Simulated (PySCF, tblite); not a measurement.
# CH₉B₄N₃: geometry, infrared bands and NMR shifts

Wanted: the infrared bands and NMR shifts of CH₉B₄N₃ (`BCN1BNBNB1`), by calculation.

Programs: tblite 0.8.0 and PySCF 2.14.0, with density-fitted response routines of our own. Each step states its level of theory. These are calculated values for one molecule in the gas phase, unless marked as measured. Atoms count from 0, in the outputs and in this text.

**1. The molecule as given**

17 atoms, charge 0, multiplicity 1; geometry from: force field or distance geometry start.

Bonds of the start (Å): B0–C1 1.56, C1–N2 1.46, N2–B3 1.52, B3–N4 1.46, N4–B5 1.49, B5–N6 1.53, N6–B7 1.53, B7–N2 1.53, B0–H8 1.19, B0–H9 1.20, C1–H10 1.11, C1–H11 1.12, B3–H12 1.19, N4–H13 1.01, B5–H14 1.19, N6–H15 1.07, B7–H16 1.19.

**2. Relaxing the molecule with GFN2-xTB**

The job: settings as JSON, then the geometry in Å.

```
{"job": {"kind": "relax", "xc": "GFN2-xTB", "basis": "xTB"}, "charge": 0, "multiplicity": 1}
B     -2.690400     0.264900    -0.566400
C     -1.479100    -0.691900    -0.341700
N     -0.461900    -0.155400     0.564900
B      0.631400    -1.207100     0.660900
N      2.005900    -0.799600     0.949900
B      2.490200     0.481100     0.371400
N      1.513600     1.657700     0.396700
B      0.091700     1.187100     0.097700
H     -2.905400     1.143900     0.202000
H     -3.559500    -0.157700    -1.272400
H     -1.058700    -0.995600    -1.322700
H     -1.867200    -1.618600     0.155100
H      0.424100    -2.268200     0.173000
H      2.620100    -1.350700     1.530000
H      3.324800     0.436300    -0.468700
H      1.573300     2.041400     1.392200
H     -0.659900     2.044300    -0.245100
```

Started as:

```
OMP_NUM_THREADS=1 python probes_run.py task.json out
```

This one command runs all jobs of the session in turn.

**Question.** This job is followed by: GFN2-xTB harmonic vibrations, gas phase; GIAO PBE0/pcSseg-1 NMR shielding, non-relativistic, gas phase. What will the session give for the following? strongest single infrared mode (GFN2-xTB); zero-point energy (GFN2-xTB); 13C shifts against TMS (PBE0/pcSseg-1); 1H shifts against TMS (PBE0/pcSseg-1, means over atoms taken as alike); 11B shifts against BF3·OEt2 (PBE0/pcSseg-1, means over atoms taken as alike); 15N shifts against NH3 (PBE0/pcSseg-1, means over atoms taken as alike); surface potential, 1st and 99th percentile.

The runs gave:

| quantity | value |
| --- | --- |
| strongest single infrared mode (GFN2-xTB) | 1416 cm⁻¹, 615 km/mol |
| zero-point energy (GFN2-xTB) | 79.2 kcal/mol |
| 13C shifts against TMS (PBE0/pcSseg-1) | 62.7 ppm |
| 1H shifts against TMS (PBE0/pcSseg-1, means over atoms taken as alike) | 7.99, 6.00, 4.77, 4.75, 4.23 ppm |
| 11B shifts against BF3·OEt2 (PBE0/pcSseg-1, means over atoms taken as alike) | 92.8, 28.0, 25.4 ppm |
| 15N shifts against NH3 (PBE0/pcSseg-1, means over atoms taken as alike) | 165.3, 146.5 ppm |
| surface potential, 1st and 99th percentile | -0.52 V and 1.60 V |

In words: Over 135 steps the energy fell by 3.556 eV; of the close pairs, B5–N6 changed most, 1.529 to 1.416 Å. All 45 modes are real, so the xTB geometry is a minimum. The strongest single mode, at 1416 cm⁻¹, is spread over many atoms; the largest shares are those of B3, N6. GFN2-xTB is a fitted tight-binding method: band positions and strengths are rough. Its intensities can rank the bands wrongly. At PBE0/pcSseg-1: The widest tensor belongs to N2: span 284 ppm, with a paramagnetic part of -227 ppm. By nearest atom (PBE0/pcSseg-1), the HOMO sits on N2 43 %; C1 8 % and the LUMO on B0 50 %; H8, H9 about 15 % each.
